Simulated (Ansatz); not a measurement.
# HfO2: the cost of one run

Computed with Ansatz 0.2.0 (DFT PBE+D3(BJ), scalar-relativistic, plane waves, PAW, unless a step's input says otherwise).

### Step 1. The system as given

It takes space group P-3m1 (No. 164, trigonal). The conventional cell has a = 3.107 Å, b = 3.107 Å, c = 39.672 Å, α = 90.00°, β = 90.00°, γ = 120.00°. Around Hf (site symmetry 3m) lie 6 O at 2.14 Å. O (site symmetry 3m) is surrounded by 3 Hf at 2.14 Å.

Structure file:

```cif
data_structure
_symmetry_space_group_name_H-M 'P 1'
_symmetry_Int_Tables_number 1
_cell_length_a 3.1067
_cell_length_b 3.1067
_cell_length_c 39.6724
_cell_angle_alpha 90.000
_cell_angle_beta 90.000
_cell_angle_gamma 120.000
_cell_volume 331.60
loop_
_atom_site_label
_atom_site_type_symbol
_atom_site_fract_x
_atom_site_fract_y
_atom_site_fract_z
_atom_site_occupancy
Hf1 Hf 0.66667 0.33333 0.20850 1
Hf2 Hf 0.33333 0.66667 0.34605 1
O1 O 0.00000 0.00000 0.23785 1
O2 O 0.00000 0.00000 0.17909 1
O3 O 0.00000 0.00000 0.31669 1
O4 O 0.00000 0.00000 0.37545 1
```

It is the end of an earlier relaxation with the same method, from a generated guess; it needn't be the stable form of this composition. At a tolerance of 0.02 Å it has layer group p-3m1 (No. 72); it has 1.39 Å²/atom, an uncorrected energy of -2.67 eV/atom over the elements.

It is a sheet, periodic along a and b, with vacuum along c; volumes and pressures of the box carry no meaning, and space groups named for it are those of the box.

### Step 2. Electronic structure at the relaxed geometry

File input.yaml:

```yaml
crystal:
  lattice:
    - [3.1066774614, 0.0, 0.0]
    - [-1.5533387307, 2.6904616029, 0.0]
    - [0.0, 0.0, 39.67235584]
  atoms:
    - { symbol: Hf, position: [0.6666666667, 0.3333333333, 0.208496799] }
    - { symbol: Hf, position: [0.3333333333, 0.6666666667, 0.3460455148] }
    - { symbol: O, position: [0.0, 0.0, 0.2378491692] }
    - { symbol: O, position: [0.0, 0.0, 0.1790878521] }
    - { symbol: O, position: [0.0, 0.0, 0.3166931446] }
    - { symbol: O, position: [0.0, 0.0, 0.3754544617] }
  periodic: [true, true, false]
basis:
  ecutwfc: 420
kpoints:
  mp_grid: { grid: [12, 12, 1] }
  band_path:
    path:
      - [0.0, 0.0, 0.0]
      - [0.5, 0.0, 0.0]
      - [0.33333333, 0.33333333, 0.0]
      - [0.0, 0.0, 0.0]
    npoints: 14
hamiltonian:
  xc: pbe
  dispersion: d3bj
scf:
  occupations: { method: gaussian, width: 0.02 }
  n_extra_bands: 15
output:
  forces: true
  stress: true
  eigenvalues: true
  populations: true
  dos: { projected: true, de: 0.02, nscf_kmesh: { grid: [18, 18, 1] } }
  bader: true
```

Launch:

```console
$ ansatz run input.yaml --threads 1 --pin off --max-ram 2560MiB --backend cpu --events-out ev --progress --plain --runs-dir out
```

**Question.** How long does this run take on 1 thread of Arm Neoverse N1, shared host, and how much memory does it need?

About 3.8 min, with a peak of 0.77 GiB.
